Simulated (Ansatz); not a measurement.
# GaP: the crystal squeezed far

One table from this session's results is given with a row withheld; the runs are named, their logs left out.

Method: DFT LDA, with the methods named in each step, in Ansatz 0.2.0.

**The system as given**

Symmetry: F-43m, No. 216, cubic system. Conventional cell: a = 5.421 Å, b = 5.421 Å, c = 5.421 Å, α = 90.00°, β = 90.00°, γ = 90.00°. Ga (site symmetry -43m) has 4 P at 2.35 Å as nearest neighbours. P (site symmetry -43m) has 4 Ga at 2.35 Å as nearest neighbours.

Structure file:

```xyz
2
Lattice="0.0000 2.7103 2.7103 2.7103 0.0000 2.7103 2.7103 2.7103 0.0000" Properties=species:S:1:pos:R:3 pbc="T T T"
Ga    0.0000    0.0000    0.0000
P     1.3552    1.3552    1.3552
```

Whether this phase is the stable one at these pressures isn't tested.

Atoms are numbered in the order of the input: Ga1, P2.

Set-up of the first run:

File input.yaml:

```yaml
crystal:
  lattice:
    - [0.0, 2.7103316823, 2.7103316823]
    - [2.7103316823, 0.0, 2.7103316823]
    - [2.7103316823, 2.7103316823, 0.0]
  atoms:
    - { symbol: Ga, position: [0.0, 0.0, 0.0] }
    - { symbol: P, position: [0.25, 0.25, 0.25] }
kpoints:
  mp_grid: { grid: [13, 13, 13] }
scf:
  occupations: { method: fermi_dirac, width: 0.1 }
hamiltonian:
  xc: lda
  pseudopotentials: { kind: paw }
output:
  forces: true
  stress: true
relax:
  f_tol: 0.005
  max_steps: 40
  cell: {}
```

Launch:

```console
ansatz run input.yaml --threads 1 --pin off --max-ram 2048MiB --backend cpu --events-out ev --progress --plain --runs-dir out
```

Steps of the session up to this table: Cell relaxed at zero pressure, PAW; Volume scaled by 1, PAW; Volume scaled by 1, PAW (cutoff 300 eV); Volume scaled by 0.94, PAW; Volume scaled by 0.88, PAW; Volume scaled by 0.8, PAW; Volume scaled by 0.72, PAW; Volume scaled by 0.64, PAW; Volume scaled by 0.55, PAW; Volume scaled by 0.55, PAW (core large).

One table of the session follows, with a row left open; its other results are not shown here.

 The rows PAW, 0.55 and PAW (core large), 0.55 agree to the last digit and may rest on the same set-up.

```
             method  volume over the first  volume (Å³/atom)  pressure (GPa)
                PAW                      1            19.586            0.01
                PAW                   0.94            18.411            6.40
                PAW                   0.88            17.236           15.26
                PAW                    0.8            15.669           32.67
                PAW                   0.72            14.102           60.06
                PAW                   0.64                 ?               ?
                PAW                   0.55            10.772          189.33
   PAW (core large)                   0.55            10.772          189.33
PAW (cutoff 300 eV)                      1            19.586           -0.07
```

Estimate the missing values for PAW, 0.64.

**Answer.** volume (Å³/atom): 12.535; pressure (GPa): 104.10. In the column «volume (Å³/atom)» it lies between PAW (core large), 0.55 (10.772) and PAW, 0.72 (14.102).

Limits of these values: Warnings in the runs' records: cutoff below recommended, datasets by core.
